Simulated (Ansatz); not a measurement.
# FH5O4Si2: a ladder of functionals and wavefunction methods

The task here is to estimate one member of a computed series from the others.

Program: Ansatz 0.2.0, Gaussian basis. Level of theory: functionals in def2-TZVPP, the program's frozen cores in correlated methods. These are calculated values, not measurements.

Levels to be run: LDA (SPW92), PBE-D4, revPBE-D4, BLYP-D4, r2SCAN-D4, B97M-V, PBE0-D4, B3LYP-D4, r2SCANh-D4, r2SCAN0-D4, HSE06-D4, BHLYP-D4, CAM-B3LYP-D4, LC-ωPBE, ωB97X-V, ωB97M-V, B2PLYP, PBE-QIDH; CCSD(T)/def2-SVP; CCSD(T)/def2-TZVPP; MP2/def2-QZVPP; extrapolation to the limit; RPA on PBE.

## The geometry

The geometry comes from an earlier relaxation with PBE0-D4 in a triple-zeta def2 set; it is a stationary point, not always the lowest conformer.

SMILES `O[Si](O)(O)O[SiH2]F`, 12 atoms, charge 0, spin multiplicity 1.

Atoms are counted from 1 here; the program's logs count them from 0.

Bond lengths: O1–Si2 1.626 Å, O1–H8 0.958 Å, Si2–O3 1.630 Å, Si2–O4 1.626 Å, Si2–O5 1.625 Å, O3–H9 0.958 Å, O4–H10 0.958 Å, O5–Si6 1.620 Å, Si6–F7 1.594 Å, Si6–H11 1.477 Å, Si6–H12 1.478 Å. Angles: Si2–O1–H8 117.1°, O1–Si2–O3 114.8°, O1–Si2–O4 108.2°, O1–Si2–O5 105.1°, O3–Si2–O4 106.8°, O3–Si2–O5 108.5°, O4–Si2–O5 113.7°, Si2–O3–H9 117.7°, Si2–O4–H10 117.3°, Si2–O5–Si6 145.5°, O5–Si6–F7 108.8°, O5–Si6–H11 108.6°, O5–Si6–H12 111.3°, F7–Si6–H11 107.3°, F7–Si6–H12 107.4°, H11–Si6–H12 113.3°.

As a file:

```mol
FH5O4Si2
  3D, bonds by distance, orders not assigned

 12 11  0  0  0  0  0  0  0  0999 V2000
    1.9215   -0.6006   -0.3921 O   0  0
    0.7377   -0.1412    0.6235 Si  0  0
    0.6582   -0.9932    2.0105 O   0  0
    0.9985    1.4093    1.0381 O   0  0
   -0.6422   -0.3727   -0.2037 O   0  0
   -1.5672    0.1465   -1.4282 Si  0  0
   -2.6574    1.1581   -0.8540 F   0  0
    2.8204   -0.3837   -0.1413 H   0  0
    0.2941   -1.8782    1.9700 H   0  0
    0.5741    1.7278    1.8360 H   0  0
   -2.2931   -1.0086   -1.9937 H   0  0
   -0.7677    0.8814   -2.4310 H   0  0
  1  2  8  0
  2  3  8  0
  2  4  8  0
  2  5  8  0
  5  6  8  0
  6  7  8  0
  1  8  8  0
  3  9  8  0
  4 10  8  0
  6 11  8  0
  6 12  8  0
M  END
```

Set-up of the first run:

in.yaml

```yaml
crystal:
  periodic: [false, false, false]
  atoms:
    - {symbol: O, position_ang: [1.921528, -0.600553, -0.392076]}
    - {symbol: Si, position_ang: [0.737744, -0.141214, 0.623485]}
    - {symbol: O, position_ang: [0.658238, -0.993205, 2.010478]}
    - {symbol: O, position_ang: [0.998546, 1.409308, 1.038131]}
    - {symbol: O, position_ang: [-0.642215, -0.372709, -0.203660]}
    - {symbol: Si, position_ang: [-1.567159, 0.146473, -1.428178]}
    - {symbol: F, position_ang: [-2.657355, 1.158123, -0.854043]}
    - {symbol: H, position_ang: [2.820369, -0.383706, -0.141344]}
    - {symbol: H, position_ang: [0.294074, -1.878209, 1.969958]}
    - {symbol: H, position_ang: [0.574086, 1.727763, 1.835968]}
    - {symbol: H, position_ang: [-2.293062, -1.008628, -1.993674]}
    - {symbol: H, position_ang: [-0.767692, 0.881358, -2.431046]}
basis:
  gaussian: {orbitals: def2-TZVPP}
hamiltonian: {xc: lda}
output: {orbitals: {seedname: orbitals}}
```

Steps of the session up to this table: LDA; PBE-D4 (GGA); revPBE-D4 (GGA); BLYP-D4 (GGA); r2SCAN-D4 (meta-GGA); B97M-V (meta-GGA); PBE0-D4 (hybrid); B3LYP-D4 (hybrid); r2SCANh-D4 (hybrid); r2SCAN0-D4 (hybrid); HSE06-D4 (hybrid); BHLYP-D4 (hybrid); CAM-B3LYP-D4 (range-separated); LC-ωPBE (range-separated); ωB97X-V (range-separated); ωB97M-V (range-separated); B2PLYP (double hybrid); PBE-QIDH (double hybrid).

One of the session's tables, all rows but one given; the rest of the session is left out.

It belongs to the step «Frontier levels by functional». 

```
  functional  HOMO (eV)  gap (eV)
 LDA (SPW92)      -7.59      6.75
      PBE-D4      -7.44      6.80
   revPBE-D4      -7.37      6.84
     BLYP-D4      -7.35      6.70
   r2SCAN-D4      -7.84      7.81
      B97M-V      -7.93      7.51
     PBE0-D4      -9.05      9.29
    B3LYP-D4      -8.83      8.71
  r2SCANh-D4      -8.44      8.68
  r2SCAN0-D4      -9.31      9.94
    HSE06-D4      -8.64      8.51
    BHLYP-D4     -10.55     11.45
CAM-B3LYP-D4     -10.52     11.54
     LC-ωPBE     -11.86     14.24
     ωB97X-V     -11.53     13.68
     ωB97M-V          ?         ?
```

**Question.** Estimate the row for ωB97M-V.

**Answer.** HOMO (eV): -11.37; gap (eV): 13.08. In the column «HOMO (eV)» it lies between ωB97X-V (-11.53) and BHLYP-D4 (-10.55).
